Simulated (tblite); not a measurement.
# C3H12AsGa: the cost of one run

Programs: tblite 0.8.0 and PySCF 2.14.0, with density-fitted response routines of our own. Each step states its level of theory. These are calculated values for one molecule in the gas phase, unless marked as measured. Atoms are numbered from 0 throughout.

## (1) The molecule as given

17 atoms, charge 0, multiplicity 1; geometry from: force field or distance geometry start.

Bonds of the start (Å): C0–C1 1.51, C1–C2 1.51, C2–Ga3 1.99, Ga3–As4 2.45, C0–H5 1.13, C0–H6 1.10, C0–H7 1.12, C1–H8 1.13, C1–H9 1.11, C2–H10 1.09, C2–H11 1.13, Ga3–H12 1.65, Ga3–H13 1.60, As4–H14 1.58, As4–H15 1.57, As4–H16 1.56.

## (2) Optimising the geometry with GFN2-xTB

Job settings and geometry (Å):

```
{"job": {"kind": "relax", "xc": "GFN2-xTB", "basis": "xTB"}, "charge": 0, "multiplicity": 1}
C     -1.460900    -0.823700     0.654700
C     -1.654400     0.589200     0.171700
C     -0.574900     1.070500    -0.760300
Ga     1.144300     0.959600     0.233600
As     2.231500    -1.117600    -0.488400
H     -2.181800    -0.964500     1.515000
H     -1.670400    -1.585200    -0.109900
H     -0.429500    -1.018200     1.038700
H     -1.667800     1.226900     1.106000
H     -2.636200     0.756000    -0.319600
H     -0.522200     0.497800    -1.689300
H     -0.753600     2.171400    -0.928500
H      0.867300     0.744800     1.841000
H      2.036000     2.257100    -0.051300
H      2.215200    -1.263700    -2.062100
H      3.688500    -1.195000     0.079500
H      1.361900    -2.293300     0.058100
```

Launch:

```sh
OMP_NUM_THREADS=1 python probes_run.py task.json out
```

This one command runs all jobs of the session in turn.

Q: Estimate the wall time and peak memory of this first job on 1 thread of Arm Neoverse N1, shared host.

About 1.3 s, with a peak of 0.18 GiB.
